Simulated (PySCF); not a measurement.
# C2H5BN2: the cost of one run

Programs: PySCF 2.14.0, with density-fitted response routines of our own. Each step states its level of theory. These are calculated values for one molecule in the gas phase, unless marked as measured. Atoms count from 0, in the outputs and in this text.

### 1 The molecule as given

10 atoms, charge 0, multiplicity 1; geometry from: GFN2-xTB. The atoms were then displaced at random by about 0.01 Å, so the start is not that level's minimum.

Bonds of the start (Å): C0–C1 1.23, C1–B2 1.54, B2–N3 1.38, B2–N4 1.40, C0–H5 1.03, N3–H6 1.03, N3–H7 1.00, N4–H8 1.00, N4–H9 1.00.

### 2 Relaxing the molecule at PBE0-D3(BJ)/def2-SVP

Job settings and geometry (Å):

```
{"job": {"xc": "PBE0", "basis": "def2-SVP", "d3": "d3bj", "grid": 1, "shake": 0.01, "kind": "geom"}, "charge": 0, "multiplicity": 1}
C      2.454470     0.112380     0.254030
C      1.234640     0.067720     0.124840
B     -0.299310    -0.016810    -0.038930
N     -0.996260     1.167580    -0.173360
N     -0.905680    -1.280300    -0.043670
H      3.475220     0.201090     0.354530
H     -2.018180     1.174300    -0.277290
H     -0.599640     2.084170    -0.179540
H     -0.398280    -2.128560     0.082660
H     -1.896540    -1.402510    -0.124340
```

Run with:

```console
$ OMP_NUM_THREADS=1 python probes_run.py task.json out
```

This one command runs all jobs of the session in turn.

Q: Estimate the wall time and peak memory of this first job on 1 thread of Arm Neoverse V2, shared host.

About 18 s, with a peak of 0.39 GiB.
